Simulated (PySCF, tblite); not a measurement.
**C4H4BF3Si: geometry, infrared bands and NMR shifts**

Aim: predict the infrared bands and NMR shifts of C4H4BF3Si (`FC(F)=C(F)BC#C[SiH3]`).

The runs use tblite 0.8.0 and PySCF 2.14.0, with density-fitted response routines of our own; the level of theory stands in each step. All values are computed, except where a source is named. Atoms count from 0, in the outputs and in this text.

### Step 1. The molecule as given

13 atoms, charge 0, multiplicity 1; geometry from: force field or distance geometry start.

Bonds of the start (Å): F0–C1 1.35, C1–F2 1.39, C1–C3 1.33, C3–F4 1.33, C3–B5 1.58, B5–C6 1.55, C6–C7 1.22, C7–Si8 1.82, B5–H9 1.20, Si8–H10 1.46, Si8–H11 1.48, Si8–H12 1.49.

### Step 2. Optimising the geometry with GFN2-xTB

Job settings and geometry (Å):

```
{"job": {"kind": "relax", "xc": "GFN2-xTB", "basis": "xTB"}, "charge": 0, "multiplicity": 1}
F     -4.013800     0.966500     0.422700
C     -3.001700     0.127100     0.096700
F     -2.881800    -1.042300     0.833300
C     -2.146300     0.431500    -0.872500
F     -2.198900     1.544400    -1.600100
B     -0.996400    -0.603300    -1.171600
C      0.450100    -0.346200    -0.680600
C      1.591700    -0.156400    -0.298300
Si     3.295400     0.144200     0.260400
H     -1.323000    -1.753300    -1.221800
H      4.176700     0.311400    -0.886800
H      3.659100    -0.992000     1.140400
H      3.384700     1.369000     1.099200
```

Run with:

```sh
> OMP_NUM_THREADS=1 python probes_run.py task.json out
```

The driver reads the jobs from task.json and runs them one after another.

**Question.** This job is followed by: GFN2-xTB harmonic vibrations, gas phase; GIAO PBE0/pcSseg-1 NMR shielding, non-relativistic, gas phase. Predict these results of the whole session: strongest single infrared mode (GFN2-xTB); zero-point energy (GFN2-xTB); ¹³C shifts against TMS (PBE0/pcSseg-1); ¹H shifts against TMS (PBE0/pcSseg-1, means over atoms taken as alike); ¹⁹F shifts against CFCl3 (PBE0/pcSseg-1); ¹¹B shifts against BF3·OEt2 (PBE0/pcSseg-1); ²⁹Si shifts against TMS (PBE0/pcSseg-1).

As calculated:

| quantity | value |
| --- | --- |
| strongest single infrared mode (GFN2-xTB) | 1673 cm⁻¹, 603 km/mol |
| zero-point energy (GFN2-xTB) | 39.9 kcal/mol |
| ¹³C shifts against TMS (PBE0/pcSseg-1) | 180.4, 150.3, 149.9, 125.8 ppm |
| ¹H shifts against TMS (PBE0/pcSseg-1, means over atoms taken as alike) | 5.92, 4.44 ppm |
| ¹⁹F shifts against CFCl3 (PBE0/pcSseg-1) | -69.3, -91.0, -196.9 ppm |
| ¹¹B shifts against BF3·OEt2 (PBE0/pcSseg-1) | 45.9 ppm |
| ²⁹Si shifts against TMS (PBE0/pcSseg-1) | -97.8 ppm |

Over 117 steps the energy fell by 0.651 eV; of the close pairs, C1–F2 changed most, 1.387 to 1.322 Å. All 33 modes are real, so the xTB geometry is a minimum. The strongest single mode, at 1673 cm⁻¹, moves mainly C1 and C3. GFN2-xTB is a fitted tight-binding method: band positions and strengths are rough. Its intensities can rank the bands wrongly. At PBE0/pcSseg-1: The largest span, 313 ppm, is at C6, where the paramagnetic term is -199 ppm.
